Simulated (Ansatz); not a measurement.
# RuF+ (triplet): wave-function methods side by side, def2-TZVPP

An exercise on one series of results from a longer session: the logs are not shown, and one member is left open.

Computed with Ansatz 0.2.0, Gaussian basis. Level: def2-TZVPP, core rule «outside noble gas», up to 5 orbitals frozen.

The runs, in order: UHF; CCSD(T) on ROHF; CCSD(T) on UHF; CCSDT(Q) on ROHF; CCSDT(Q) on UHF.

11 further runs of the same task are left out: 6 for a known fault of the program, 5 set aside as unsound or not needed.

## The geometry

The geometry is a PBE0/def2-TZVP stationary point (not a proven minimum) of the parent state, kept for this charge and spin. No spin-orbit coupling is included. Elements past krypton take def2 core potentials.

2 atoms, charge 1, spin multiplicity 3.

Atoms are counted from 1 here; the program's logs count them from 0.

Bond lengths: Ru1–F2 1.896 Å.

Geometry (Å):

```xyz
2
FRu
Ru    0.00000    0.00000    0.00000
F     0.00000    0.00000    1.89580
```

The first run:

Contents of in.yaml:

```yaml
crystal:
  periodic: [false, false, false]
  atoms:
    - {symbol: Ru, position_ang: [0.000000, 0.000000, 0.000000]}
    - {symbol: F, position_ang: [0.000000, 0.000000, 1.895800]}
basis:
  gaussian: {orbitals: def2-TZVPP}
total_charge: 1
magnetization: {spin_polarized: true, initial_magnetization: 2}
hamiltonian: {xc: hf}
output: {orbitals: {seedname: orbitals}}
```

Run with:

```
$ ansatz run in.yaml --threads 1 --pin off --events-out ev --progress --plain --max-ram 4096MiB --backend cpu
```

Steps of the session up to this table: UHF; CCSD(T) on ROHF; CCSD(T) on UHF; CCSDT(Q) on ROHF; CCSDT(Q) on UHF.

One table of the session follows, with a row left open; its other results are not shown here.

| method | from RCCSDT(Q) (meV) |
| --- | --- |
| ROHF | +12591.0 |
| UHF | +12073.6 |
| RMP2 | ? |
| UMP2 | +649.5 |
| RCCSD | +643.0 |
| UCCSD | +287.1 |
| RCCSD(T) | +90.2 |
| UCCSD(T) | -391.2 |
| RCCSDT | +24.8 |
| UCCSDT | -747.4 |
| RCCSDT(Q) | 0 |
| UCCSDT(Q) | -979.3 |

Estimate the missing values for RMP2.

**Answer.** from RCCSDT(Q) (meV): +828.4. In the column «from RCCSDT(Q) (meV)» it lies between UMP2 (+649.5) and UHF (+12073.6).

The program flags UCCSD(T), UCCSDT(Q) as in doubt (see the logs), so those rows may rest on another solution; read them beside their warnings.

Caveats from the session: The determinant is far from a pure spin state, so its energy mixes those of several spin states (harmless only where they are near-degenerate, as at dissociation). The program flags UCCSD(T), UCCSDT(Q) as in doubt, so those rows may rest on another solution; read them beside their warnings. Warnings: spin contamination; coupled cluster took another determinant than the lowest; large T1 diagnostic. Restricted and unrestricted rows rest on different reference determinants; where their highest levels disagree by more than a few hundredths of an eV, they describe different states and don't form one ladder.
